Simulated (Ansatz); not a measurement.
# C₆H₁₅ClO₃Sn: how energies converge with the basis set

One table from this session's results is given with a row withheld; the runs are named, their logs left out.

The runs use Ansatz 0.2.0, Gaussian basis; one geometry, several basis sets.

The runs, in order: PBE0-D4/def2-SVP; ωB97M-V/def2-SVP; PBE0-D4/def2-QZVPP; ωB97M-V/def2-QZVPP; the functionals' def2-TZVPP values are taken from earlier runs.

### Structure used throughout

An earlier PBE0-D4 in a triple-zeta def2 set relaxation fixed the geometry. Sn takes the def2 core potential; no spin-orbit term is included.

SMILES `CC[O][Sn]([Cl])([O]CC)[O]CC`, 26 atoms, charge 0, spin multiplicity 1.

Atoms are counted from 1 here; the program's logs count them from 0.

Bond lengths: C1–C2 1.508 Å, C1–H12 1.092 Å, C1–H13 1.092 Å, C1–H14 1.093 Å, C2–O3 1.421 Å, C2–H15 1.098 Å, C2–H16 1.099 Å, O3–Sn4 1.935 Å, Sn4–Cl5 2.306 Å, Sn4–O6 1.935 Å, Sn4–O9 1.946 Å, O6–C7 1.421 Å, C7–C8 1.508 Å, C7–H17 1.099 Å, C7–H18 1.098 Å, C8–H19 1.092 Å, C8–H20 1.092 Å, C8–H21 1.093 Å and more. Angles: C2–C1–H12 110.4°, C2–C1–H13 110.5°, C2–C1–H14 110.3°, H12–C1–H13 108.4°, H12–C1–H14 108.6°, H13–C1–H14 108.6°, C1–C2–O3 108.3°, C1–C2–H15 110.1°, C1–C2–H16 110.1°, O3–C2–H15 110.5°, O3–C2–H16 110.5°, H15–C2–H16 107.3°, C2–O3–Sn4 119.6°, O3–Sn4–Cl5 111.7°, O3–Sn4–O6 105.3°, O3–Sn4–O9 111.5°, Cl5–Sn4–O6 111.7°, Cl5–Sn4–O9 105.2° and more.

The first run:

in.yaml reads:

```yaml
crystal:
  periodic: [false, false, false]
  atoms:
    - {symbol: C, position_ang: [-1.669492, 0.901037, 3.764374]}
    - {symbol: C, position_ang: [-1.000442, -0.100986, 2.857291]}
    - {symbol: O, position_ang: [-0.292865, 0.610120, 1.850352]}
    - {symbol: Sn, position_ang: [0.708871, -0.366684, 0.513015]}
    - {symbol: Cl, position_ang: [2.191034, -1.850468, 1.471028]}
    - {symbol: O, position_ang: [1.620647, 0.985064, -0.529846]}
    - {symbol: C, position_ang: [2.532254, 0.591638, -1.546952]}
    - {symbol: C, position_ang: [3.099447, 1.835996, -2.182837]}
    - {symbol: O, position_ang: [-0.458215, -1.457958, -0.597488]}
    - {symbol: C, position_ang: [-1.498179, -0.824438, -1.329449]}
    - {symbol: C, position_ang: [-2.250753, -1.880935, -2.099485]}
    - {symbol: H, position_ang: [-0.925617, 1.550043, 4.230183]}
    - {symbol: H, position_ang: [-2.364585, 1.525084, 3.199304]}
    - {symbol: H, position_ang: [-2.225385, 0.386887, 4.552632]}
    - {symbol: H, position_ang: [-0.314529, -0.733513, 3.436050]}
    - {symbol: H, position_ang: [-1.752675, -0.762346, 2.405988]}
    - {symbol: H, position_ang: [2.024284, -0.020944, -2.304337]}
    - {symbol: H, position_ang: [3.341877, -0.017322, -1.123615]}
    - {symbol: H, position_ang: [3.621267, 2.440596, -1.438727]}
    - {symbol: H, position_ang: [2.302138, 2.440681, -2.619348]}
    - {symbol: H, position_ang: [3.806345, 1.569574, -2.972793]}
    - {symbol: H, position_ang: [-2.181880, -0.294678, -0.651910]}
    - {symbol: H, position_ang: [-1.085514, -0.077448, -2.021455]}
    - {symbol: H, position_ang: [-2.679426, -2.617719, -1.417430]}
    - {symbol: H, position_ang: [-3.061010, -1.427216, -2.676077]}
    - {symbol: H, position_ang: [-1.581892, -2.400165, -2.788570]}
basis:
  gaussian: {orbitals: def2-SVP}
hamiltonian: {xc: pbe0, dispersion: d4}
output: {orbitals: {seedname: orbitals}}
```

Command:

```sh
> ansatz run in.yaml --threads 11 --pin off --events-out ev --progress --plain --max-ram 174080MiB --backend cpu
```

Steps of the session up to this table: PBE0-D4 in def2-SVP; ωB97M-V in def2-SVP; PBE0-D4 in def2-QZVPP; ωB97M-V in def2-QZVPP.

One table of the session follows, with a row left open; its other results are not shown here.

It belongs to the step «Density functionals: the series». 

| functional | basis | HOMO (eV) | LUMO (eV) |
| --- | --- | --- | --- |
| PBE0-D4 | def2-SVP | ? | ? |
| PBE0-D4 | def2-TZVPP | -8.05 | -1.68 |
| PBE0-D4 | def2-QZVPP | -8.07 | -1.72 |
| ωB97M-V | def2-SVP | -10.38 | 0.56 |
| ωB97M-V | def2-TZVPP | -10.47 | 0.35 |
| ωB97M-V | def2-QZVPP | -10.49 | 0.24 |

Q: Estimate the row for PBE0-D4, def2-SVP from the others.

**Answer.** HOMO (eV): -7.98; LUMO (eV): -1.55. In the column «HOMO (eV)» it is the highest.
